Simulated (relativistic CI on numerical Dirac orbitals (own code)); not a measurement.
# Cu²⁷⁺: one ion under different settings

Aim: see what numerical and physical settings do to the SCF, the total energy and the lowest levels of Cu²⁷⁺.

Program: relativistic CI on numerical Dirac orbitals (own code) version 3. Level of theory: Dirac-Coulomb-Breit CI, KLI orbitals optimised for each configuration, model QED (radiative potential, 1s self-energy scaled to tabulated hydrogen-like ionisation energies), numerical settings as typed. These are calculated values, not measurements, unless marked.

## 1. The atom as given

| Item | Value |
| --- | --- |
| ion | Cu²⁷⁺ (Cu XXVIII) |
| nuclear charge | 29 |
| electrons | 2 |
| isotope | A = 63 |

## 2. The usual input

Input settings:

```ini
atom Cu  Z=29  charge=27  electrons=2
nucleus A=63  rms_radius_fm=3.8823
hamiltonian dirac-coulomb  breit=on  qed=on  c_scale=1
orbitals kli  potential=per-configuration
slater_scale 1
correlation none
mixing on
grid step=0.0125 r_max=4.2
scf mixing=0.4 start=green max_iterations=150 tolerance=2e-08 node_fill=0.05
configurations
  1s2
  1s 2s
end
```

Started as:

```console
> python run_levels.py task.json out
```

The settings of every run stand in task.json; they run in order.

## 3. Nuclear radius 3.4941, potential mixing 0.05

Input settings:

```ini
atom Cu  Z=29  charge=27  electrons=2
nucleus A=63  rms_radius_fm=3.4941
hamiltonian dirac-coulomb  breit=on  qed=on  c_scale=1
orbitals kli  potential=per-configuration
slater_scale 1
correlation none
mixing on
grid step=0.0125 r_max=4.2
scf mixing=0.05 start=green max_iterations=150 tolerance=2e-08 node_fill=0.05
configurations
  1s2
  1s 2s
end
```

## 4. Potential mixing 0.05

The settings differ from step 3 so:

```diff
@@ -1,3 +1,3 @@
 atom Cu  Z=29  charge=27  electrons=2
-nucleus A=63  rms_radius_fm=3.4941
+nucleus A=63  rms_radius_fm=3.8823
 hamiltonian dirac-coulomb  breit=on  qed=on  c_scale=1
```

## 5. Slater scale 1.2, tolerance 1e-06

Input settings:

```ini
atom Cu  Z=29  charge=27  electrons=2
nucleus A=63  rms_radius_fm=3.8823
hamiltonian dirac-coulomb  breit=on  qed=on  c_scale=1
orbitals kli  potential=per-configuration
slater_scale 1.2
correlation none
mixing on
grid step=0.0125 r_max=4.2
scf mixing=0.4 start=green max_iterations=150 tolerance=1e-06 node_fill=0.05
configurations
  1s2
  1s 2s
end
```

## 6. Speed-of-light factor 10, start potential previous

Input settings:

```ini
atom Cu  Z=29  charge=27  electrons=2
nucleus A=63  rms_radius_fm=3.8823
hamiltonian dirac-coulomb  breit=on  qed=on  c_scale=10
orbitals kli  potential=per-configuration
slater_scale 1
correlation none
mixing on
grid step=0.0125 r_max=4.2
scf mixing=0.4 start=previous max_iterations=150 tolerance=2e-08 node_fill=0.05
configurations
  1s2
  1s 2s
end
```

## 7. Potential mixing 0.001

Input settings:

```ini
atom Cu  Z=29  charge=27  electrons=2
nucleus A=63  rms_radius_fm=3.8823
hamiltonian dirac-coulomb  breit=on  qed=on  c_scale=1
orbitals kli  potential=per-configuration
slater_scale 1
correlation none
mixing on
grid step=0.0125 r_max=4.2
scf mixing=0.001 start=green max_iterations=83 tolerance=2e-08 node_fill=0.05
configurations
  1s2
  1s 2s
end
```

## 8. Node fill 50

The settings differ from step 7 so:

```diff
@@ -8,3 +8,3 @@
 grid step=0.0125 r_max=4.2
-scf mixing=0.001 start=green max_iterations=83 tolerance=2e-08 node_fill=0.05
+scf mixing=0.4 start=green max_iterations=94 tolerance=2e-08 node_fill=50
 configurations
```

(Steps that only read results are left out.)

What does the calculation give? Wanted: lowest level, usual settings; total energy; first excitation.

As calculated:

| setting | total energy less usual (Ha) | largest shift of a level among the lowest eight of both runs, same label and place (cm⁻¹) | SCF iterations | time | lowest level | kind of change |
| --- | --- | --- | --- | --- | --- | --- |
| usual | 0 | 0 | 12 | 0.038 s | 1s2 1S0 | - |
| nuclear radius 3.4941, potential mixing 0.05 | -0.00121 | 113 | 14 | 0.04 s | 1s2 1S0 | unphysical constant |
| potential mixing 0.05 | 0 | 0 | 14 | 0.041 s | 1s2 1S0 | numerical |
| Slater scale 1.2, tolerance 1e-06 | 1.42e-07 | 41800 | 11 | 0.041 s | 1s2 1S0 | model term |
| speed-of-light factor 10, start potential previous | 8.83 | 623000 | 12 | 0.04 s | 1s2 1S0 | unphysical constant |
| potential mixing 0.001 | 0 | 0 | 16 | 0.041 s | 1s2 1S0 | extreme, harmless here |
| node fill 50 | 0 | 9600 | 14 | 0.041 s | 1s2 1S0 | unsound |

| quantity | value |
| --- | --- |
| lowest level, usual settings | 1s2 1S0 |
| total energy | -831.5867 Ha |
| first excitation | 8309.85 eV |

What this shows: Among the runs whose levels can be followed, they move most under «speed-of-light factor 10, start potential previous» (unphysical constant), by up to 623000 cm⁻¹. No visible change in the result comes from «potential mixing 0.05» or «potential mixing 0.001». Only the listed configurations are in the model.
